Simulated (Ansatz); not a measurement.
# Al3H: the cost of one run

Computed with Ansatz 0.2.0 (DFT PBE, scalar-relativistic, plane waves, PAW, unless a step's input says otherwise).

**1. The starting structure**

It takes space group P4/mmm (No. 123, tetragonal). The conventional cell has a = 3.670 Å, b = 3.670 Å, c = 3.632 Å, α = 90.00°, β = 90.00°, γ = 90.00°. Al (site symmetry mmm) has 8 Al at 2.58 to 2.60 Å and 4 H at 2.58 Å as nearest neighbours. Around Al (site symmetry 4/mmm) lie 8 Al at 2.58 Å and 4 H at 2.60 Å. H (site symmetry 4/mmm) is surrounded by 12 Al at 2.58 to 2.60 Å.

As a file:

```cif
data_structure
_symmetry_space_group_name_H-M 'P 1'
_symmetry_Int_Tables_number 1
_cell_length_a 3.6700
_cell_length_b 3.6700
_cell_length_c 3.6323
_cell_angle_alpha 90.000
_cell_angle_beta 90.000
_cell_angle_gamma 90.000
_cell_volume 48.92
loop_
_atom_site_label
_atom_site_type_symbol
_atom_site_fract_x
_atom_site_fract_y
_atom_site_fract_z
_atom_site_occupancy
Al1 Al 0.00000 0.50000 0.50000 1
Al2 Al 0.50000 0.00000 0.50000 1
Al3 Al 0.50000 0.50000 0.00000 1
H1 H 0.00000 0.00000 0.00000 1
```

This is candidate A: Cu3Pd type (P4/mmm, No. 123).

(A quick probe on a coarse mesh, which set the mesh and smearing, is not shown.)

**3. Coarse relaxation (candidate A)**

File input.yaml:

```yaml
crystal:
  lattice:
    - [3.669978177, 0.0, 0.0]
    - [0.0, 3.669978177, 0.0]
    - [0.0, 0.0, 3.6322559236]
  atoms:
    - { symbol: Al, position: [0.0, 0.5, 0.5] }
    - { symbol: Al, position: [0.5, 0.0, 0.5] }
    - { symbol: Al, position: [0.5, 0.5, 0.0] }
    - { symbol: H, position: [0.0, 0.0, 0.0] }
basis:
  ecutwfc: 420
kpoints:
  mp_grid: { grid: [6, 6, 6] }
hamiltonian:
  xc: pbe
scf:
  occupations: { method: gaussian, width: 0.1 }
  lower_state_search: "off"
output:
  forces: true
  stress: true
  eigenvalues: true
relax:
  adjacent_minimum: "off"
  f_tol: 0.04
  max_steps: 70
  cell: { stress_tol: 0.4 }
```

On the command line:

```bash
ansatz run input.yaml --threads 1 --pin off --max-ram 2560MiB --backend cpu --events-out ev --progress --plain --runs-dir out
```

Q: Estimate wall time and peak memory on 1 thread of AMD EPYC 7B13 (Zen 3), shared host.

About 5.5 s, with a peak of 0.38 GiB.
